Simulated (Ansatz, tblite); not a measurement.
# The cluster Al₄P₃: one state, many levels

How do method and basis change the picture of the cluster Al₄P₃ (doublet)?

The runs use Ansatz 0.2.0, Gaussian basis; as each input shows.

The runs, in order: GFN1-xTB, GFN2-xTB, PBE-D4/def2-TZVP, r2SCAN-D4/def2-TZVP, r2SCAN0-D4/def2-TZVP, BHLYP-D4/def2-TZVP, ωB97X-V/def2-TZVP, PBE-D4/def2-SVP, PBE0-D4/def2-SVP, HF/STO-3G, PBE0-D4/def2-TZVPD, PBE-D4/def2-TZVPD, r2SCAN0-D4/def2-TZVPD, CCSD(T)/def2-SVP, MP2/def2-TZVP, RPA/def2-TZVP.

4 further runs of the same task are left out: 2 that didn't finish, 2 set aside as unsound or not needed.

**1. The structure**

The doublet was relaxed beforehand with B3LYP-D4/def2-SVP. At that level it is the lowest of the isomers that a small search found.

7 atoms, charge 0, spin multiplicity 2.

Bond lengths: Al1–P5 2.232 Å, Al1–P7 2.208 Å, Al2–P6 2.436 Å, Al3–P5 2.200 Å, Al3–P6 2.231 Å, Al4–P6 2.339 Å, Al4–P7 2.228 Å. Angles: P5–Al1–P7 167.3°, P5–Al3–P6 156.6°, P6–Al4–P7 149.1°, Al1–P5–Al3 78.1°, Al2–P6–Al3 130.6°, Al2–P6–Al4 71.3°, Al3–P6–Al4 86.8°, Al1–P7–Al4 81.1°.

PBE0-D4/def2-TZVP was run before; its log isn't repeated, and its numbers join the tables.

**2. GFN1-xTB**

Tight binding, by tblite at 300 K electronic temperature and without a spin-polarisation term:

```python
tblite.interface.Calculator('GFN1-xTB', numbers, positions, charge=0, uhf=1).singlepoint()
```

Energy -353.3789 eV; 0.045 s.

**3. GFN2-xTB**

Tight binding, by tblite at 300 K electronic temperature and without a spin-polarisation term:

```python
tblite.interface.Calculator('GFN2-xTB', numbers, positions, charge=0, uhf=1).singlepoint()
```

Energy -318.6495 eV; 0.076 s.

**4. PBE-D4/def2-TZVP**

start.molden holds the orbitals of an earlier run on this state, given as this run's starting guess.

Contents of in.yaml:

```yaml
crystal:
  periodic: [false, false, false]
  atoms:
    - {symbol: Al, position_ang: [1.990286, 0.183572, 0.322351]}
    - {symbol: Al, position_ang: [-3.034059, -1.346741, 0.454630]}
    - {symbol: Al, position_ang: [-0.241810, 1.772085, -0.219438]}
    - {symbol: Al, position_ang: [-0.357203, -1.366522, -0.306421]}
    - {symbol: P, position_ang: [1.801508, 2.407185, 0.293719]}
    - {symbol: P, position_ang: [-1.853371, 0.354306, -0.828047]}
    - {symbol: P, position_ang: [1.694639, -2.003886, 0.283207]}
basis:
  gaussian: {orbitals: def2-TZVP, initial_orbitals: start.molden}
magnetization: {spin_polarized: true, initial_magnetization: 1}
hamiltonian: {xc: pbe, dispersion: d4}
scf: {omitted_lower_state_checks: [starts]}
output: {orbitals: {seedname: orbitals}}
```

Launch:

```console
ansatz run in.yaml --threads 4 --pin off --events-out ev --progress --plain --max-ram 4787MiB
```

Further steps of the session: r2SCAN-D4/def2-TZVP; r2SCAN0-D4/def2-TZVP; BHLYP-D4/def2-TZVP; ωB97X-V/def2-TZVP; PBE-D4/def2-SVP; PBE0-D4/def2-SVP; HF/STO-3G; PBE0-D4/def2-TZVPD; PBE-D4/def2-TZVPD; r2SCAN0-D4/def2-TZVPD; CCSD(T)/def2-SVP; MP2/def2-TZVP; RPA/def2-TZVP.

**Question.** What will the summary of the whole plan be? Wanted: gap in def2-TZVP, named functionals, smallest and largest; correlation energy, CCSD(T)/def2-SVP; correlation energy, MP2/def2-TZVP; binding an atom, CCSD(T)/def2-SVP; ⟨S²⟩ in def2-TZVP, named functionals, smallest and largest; PBE0 total energy, smallest basis above largest.

As calculated:

```
                                                  quantity                                value
 gap in def2-TZVP, named functionals, smallest and largest  0.66 eV (PBE-D4), 5.15 eV (ωB97X-V)
                      correlation energy, CCSD(T)/def2-SVP                            -17.32 eV
                         correlation energy, MP2/def2-TZVP                            -18.66 eV
                         binding an atom, CCSD(T)/def2-SVP                             2.236 eV
⟨S²⟩ in def2-TZVP, named functionals, smallest and largest                         0.763, 0.795
           PBE0 total energy, smallest basis above largest      18.75 eV (def2-SVP, def2-TZVPD)
```

Over the named functionals in def2-TZVP the gap runs from 0.66 eV (PBE-D4) to 5.15 eV (ωB97X-V); exact exchange widens it. A small miss in a minimal or small basis is a cancelling of errors, not accuracy. The functionals in def2-TZVP miss CCSD(T)/def2-SVP by +0.241 (BHLYP-D4) to +0.599 eV (PBE-D4) an atom. The yardstick is in a double-zeta basis, so levels in larger sets aren't compared like for like. The reference is CCSD(T) in one finite basis, so it carries an error of its own, often a tenth of an eV or more, and near misses can't be ranked. Over the named functionals in def2-TZVP spin contamination reaches 0.05 (r2SCAN0-D4), which is small.
